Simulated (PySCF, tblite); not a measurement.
# C5H12AlN: geometry, infrared bands and NMR shifts

Wanted: the infrared bands and NMR shifts of C5H12AlN (`C#[N+][Al@@H-]([CH3])[CH](C)C`), by calculation.

Computed with tblite 0.8.0 and PySCF 2.14.0, with density-fitted response routines of our own, on a single molecule in the gas phase. Atoms count from 0, in the outputs and in this text.

### 1 The starting structure

19 atoms, charge 0, multiplicity 1; geometry from: force field or distance geometry start.

Bonds of the start (Å): C0–N1 1.18, N1–Al2 1.88, Al2–C3 1.97, Al2–C4 2.00, C4–C5 1.49, C4–C6 1.53, C0–H7 1.07, Al2–H8 1.59, C3–H9 1.10, C3–H10 1.13, C3–H11 1.11, C4–H12 1.12, C5–H13 1.12, C5–H14 1.11, C5–H15 1.12, C6–H16 1.11, C6–H17 1.11, C6–H18 1.09.

### 2 Relaxing the molecule with GFN2-xTB

What the job is given:

```
{"job": {"kind": "relax", "xc": "GFN2-xTB", "basis": "xTB"}, "charge": 0, "multiplicity": 1}
C      1.345900     2.886400     1.036800
N      1.134800     1.890500     0.444500
Al     0.833900     0.273600    -0.458200
C      2.386500    -0.893700    -0.118000
C     -0.881900    -0.442200     0.287800
C     -1.390600    -1.665900    -0.402200
C     -1.908300     0.665600     0.060300
H      1.505300     3.796100     1.572500
H      0.716300     0.566100    -2.013300
H      3.139800    -0.663600    -0.891500
H      2.059200    -1.973000    -0.215200
H      2.862800    -0.691500     0.864800
H     -0.811600    -0.596700     1.396000
H     -0.847000    -2.563300    -0.022000
H     -1.337100    -1.633200    -1.510600
H     -2.449600    -1.786200    -0.065300
H     -1.780400     1.425300     0.863900
H     -1.657300     1.128600    -0.916800
H     -2.930600     0.286200     0.079100
```

Launch:

```sh
$ OMP_NUM_THREADS=1 python probes_run.py task.json out
```

This one command runs all jobs of the session in turn.

**Question.** This job is followed by: GFN2-xTB harmonic vibrations, gas phase; GIAO PBE0/pcSseg-1 NMR shielding, non-relativistic, gas phase. Predict these results of the whole session: strongest single infrared mode (GFN2-xTB); zero-point energy (GFN2-xTB); 13C shifts against TMS (PBE0/pcSseg-1); 1H shifts against TMS (PBE0/pcSseg-1, means over atoms taken as alike); 15N shifts against NH3 (PBE0/pcSseg-1); 27Al shifts against AlH4- (PBE0/pcSseg-1).

**Answer**, as computed:

| quantity | value |
| --- | --- |
| strongest single infrared mode (GFN2-xTB) | 694 cm⁻¹, 521 km/mol |
| zero-point energy (GFN2-xTB) | 92.8 kcal/mol |
| 13C shifts against TMS (PBE0/pcSseg-1) | 125.8, 23.0, 21.0, 18.2, -15.5 ppm |
| 1H shifts against TMS (PBE0/pcSseg-1, means over atoms taken as alike) | 4.43, 3.89, 1.31, 1.06, 0.22, -0.54 ppm |
| 15N shifts against NH3 (PBE0/pcSseg-1) | 257.6 ppm |
| 27Al shifts against AlH4- (PBE0/pcSseg-1) | 78.3 ppm |

What this shows: Over 136 steps the energy fell by 0.661 eV; of the close pairs, N1–Al2 changed most, 1.876 to 1.985 Å. The lowest mode is imaginary (24i cm⁻¹), so the xTB geometry is not a minimum. The strongest single mode, at 694 cm⁻¹, is carried by H8, Al2, C3. Unscaled tight-binding wavenumbers are off by several per cent, some by more. Its intensities can rank the bands wrongly. At PBE0/pcSseg-1: Shielding is most anisotropic at N1 (span 505 ppm, paramagnetic term -323 ppm).
